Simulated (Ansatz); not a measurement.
The system is ScNb.

```
CELL_PARAMETERS angstrom
3.06564 0.00000 0.00000
-1.53282 2.65493 0.00000
0.00000 0.00000 5.07219
ATOMIC_POSITIONS crystal
Nb 0.33333 0.66667 0.50000
Sc 0.00000 0.00000 0.00000
```

The cell comes from a database or a generator and needn't be the stable form of this composition.

- Program: Ansatz 0.2.0
- Task: relaxation of cell and atoms
- Functional: PBEsol
- Dispersion: D4
- Potentials or basis: Ansatz PAW
- Cutoff: 420 eV (not typed: the program's choice for these potentials)
- k mesh: 10 × 10 × 5
- Occupations: fermi-dirac, width 0.05 eV
- Spin: no spin polarisation

At the start: volume 20.64 Å³/atom.

How do energy, volume and symmetry change on relaxing?

It ends after 4 steps and the volume is 19.56 Å³/atom (-5.3 %); space group P-6m2 (No. 187, to 0.05 Å).

Step by step:
```csv
step,energy change (eV),largest force (eV/Å),volume (Å³)
1,0.0000,0.0000,41.28
2,-0.0379,0.0000,39.27
3,-0.0381,0.0000,39.11
4,-0.0379,0.0000,39.11
```

Final structure:
```yaml
crystal:
  lattice:
    - [3.01300, 0.00000, 0.00000]
    - [-1.50650, 2.60934, 0.00000]
    - [0.00000, 0.00000, 4.97463]
  atoms:
    - { symbol: Nb, position: [0.33333, 0.66667, 0.50000] }
    - { symbol: Sc, position: [0.00000, 0.00000, 0.00000] }
```

Caveat: the plane-wave basis is chosen anew once the cell has moved, so the energies of steps on either side of that aren't comparable; pairwise dispersion overbinds metals, which lowers pressure and volume; the PAW data sets come from PBE, with cores solved anew for the run's functional, which leaves a small shift of forces and pressure.
